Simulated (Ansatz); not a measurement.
Run this with Ansatz 0.2.0 through its Python package and show what comes out.

`terms_naag3.py`
```python
"""Taking single terms out of the free energy of NaAg3."""

import warnings

import ansatz as az
import numpy as np

SMEARING_WIDTH = 0.1


def main() -> None:
    warnings.simplefilter("ignore", az.DeckWarning)

    vectors = np.array([
        [4.24419, 0.0, 0.0],
        [0.0, 4.24419, 0.0],
        [0.0, 0.0, 4.24419],
    ])
    cell = (
        az.Lattice.of(vectors)
        .atom("Na", [0.0, 0.0, 0.0])
        .atom("Ag", [0.0, 0.5, 0.5])
        .atom("Ag", [0.5, 0.0, 0.5])
        .atom("Ag", [0.5, 0.5, 0.0])
    )

    calculation = (
        cell.calculation()
        .kpoints(5, center="gamma")
        .occupations(az.OccupationsMethod.METHFESSEL_PAXTON, width=SMEARING_WIDTH)
    )
    with_term = calculation.functional("pbesol", dispersion="d3bj").basis(380).cutoff_correction(530).run().report
    without = calculation.functional("pbesol").basis(380).run().report
    finer = calculation.functional("pbesol").basis(530).run().report
    removed = az.free_energy_without(with_term, az.EnergyTerm.DISPERSION)
    print(f"dispersion term            {with_term['components']['e_disp']:.5f} eV")
    print(f"F less dispersion          {removed:.5f} eV, run without it {without['free_energy_ev']:.5f} eV")
    print(f"F less smearing term       {az.free_energy_without(without, az.EnergyTerm.SMEARING):.5f} eV")
    print(f"estimated gain to 530 eV   {with_term['cutoff_correction']['energy_ev']:.5f} eV, found {finer['free_energy_ev'] - without['free_energy_ev']:.5f} eV")


if __name__ == "__main__":
    main()
```

```console
$ python terms_naag3.py
dispersion term            -1.71738 eV
F less dispersion          -24042.33231 eV, run without it -24042.33231 eV
F less smearing term       -24042.33294 eV
estimated gain to 530 eV   -0.00534 eV, found -0.00534 eV
```

What to keep in mind:
- Total energies depend on the potentials; only differences at equal settings carry meaning. A total without «per atom» is that of the cell as typed.
- The cutoff lies under the one recommended for these potentials in some of the runs.
- Dispersion corrections can be off by several per cent in the lattices of metals, and by several GPa in the pressure at a fixed cell.
- For a metal this k-point mesh is coarse: on a finer one energies can move by several to tens of meV an atom and pressures by half a GPa or more, differences at one mesh by less.
- The structure comes from a database of computed cells and needn't be a stable or known phase.
- The script silences the warnings on its input, which a real study should read.
- Finished in 4.8 s on 1 thread of Arm Neoverse V1 (shared host), peak memory 0.41 GiB.

(Lines on the test bed's own set-up are left out of the output.)
